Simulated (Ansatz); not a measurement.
**AlGaHCl (singlet): the correlation ladder at a displaced geometry (v2), cc-pVDZ**

One table from this session's results is given with a row withheld; the runs are named, their logs left out.

The runs use Ansatz 0.2.0, Gaussian basis; cc-pVDZ, core rule «outside noble gas», up to 24 orbitals frozen.

Plan: UHF; CCSD(T) on RHF; CCSD(T) on UHF; BCCD(T) on RHF; CISD; CCSDT(Q) on RHF; CCSDT(Q) on UHF; CASSCF and MRCISD+Q, 8 electrons in 8 orbitals; CASSCF and NEVPT2, 8 electrons in 8 orbitals.

25 further runs of the same task are left out: 3 for a known fault of the program, 11 that didn't finish, 11 set aside as unsound or not needed. Runs told in other sessions of the task aren't counted.

### What is computed

The geometry is a PBE0/def2-TZVP stationary point (not a proven minimum) with its atoms shifted at random (size 0.100 Å). No spin-orbit coupling is included. The filled d shell of Ga may be among the frozen orbitals whatever the setting's name suggests.

4 atoms, charge 0, spin multiplicity 1.

Atoms are counted from 1 here; the program's logs count them from 0.

Bond lengths: Cl1–Al2 2.122 Å, Al2–Ga3 2.652 Å, Al2–H4 1.825 Å, Ga3–H4 1.862 Å. Angles: Cl1–Al2–Ga3 150.2°, Cl1–Al2–H4 105.8°, Ga3–Al2–H4 44.6°, Al2–Ga3–H4 43.5°, Al2–H4–Ga3 91.9°.

The first run:

The input, in.yaml:

```yaml
crystal:
  periodic: [false, false, false]
  atoms:
    - {symbol: Cl, position_ang: [0.079653, 0.201528, 2.845129]}
    - {symbol: Al, position_ang: [-0.085221, -0.453633, 0.833938]}
    - {symbol: Ga, position_ang: [-0.008601, 0.057924, -1.766649]}
    - {symbol: H, position_ang: [0.074508, 1.047977, -0.191701]}
basis:
  gaussian: {orbitals: cc-pVDZ}
magnetization: {spin_polarized: true, initial_magnetization: 0}
hamiltonian: {xc: hf}
output: {orbitals: {seedname: orbitals}}
```

Command:

```sh
ansatz run in.yaml --threads 1 --pin off --events-out ev --progress --plain --max-ram 2393MiB
```

Steps of the session up to this table: UHF; CCSD(T) on RHF; CCSD(T) on UHF; BCCD(T) on RHF; CISD; CCSDT(Q) on RHF; CCSDT(Q) on UHF; CASSCF and MRCISD+Q, 8 electrons in 8 orbitals; CASSCF and NEVPT2, 8 electrons in 8 orbitals.

One of the session's tables, all rows but one given; the rest of the session is left out.

```
         method  from RCCSDT(Q) (meV)
            RHF               +7930.5
            UHF               +7921.6
           RMP2               +1336.0
           CISD                     ?
          RCCSD                +273.4
       RCCSD(T)                 +53.7
        BCCD(T)                 +52.1
         RCCSDT                 +19.3
      RCCSDT(Q)                     0
CASSCF frontier               +6408.7
NEVPT2 frontier               +1134.2
```

**Question.** Estimate the row for CISD.

The run gave: from RCCSDT(Q) (meV): +1149.5. In the column «from RCCSDT(Q) (meV)» it lies between NEVPT2 frontier (+1134.2) and RMP2 (+1336.0).

Not comparable, so not listed: CCSD(T) on UHF; CASSCF and MRCISD+Q, 8 electrons in 8 orbitals (they don't share determinant, frozen orbitals or solution with the rows shown, or repeat one).

Limits of these values: Warnings: restricted reference is unstable; spin contamination. Warnings in the runs' records: passed over end.
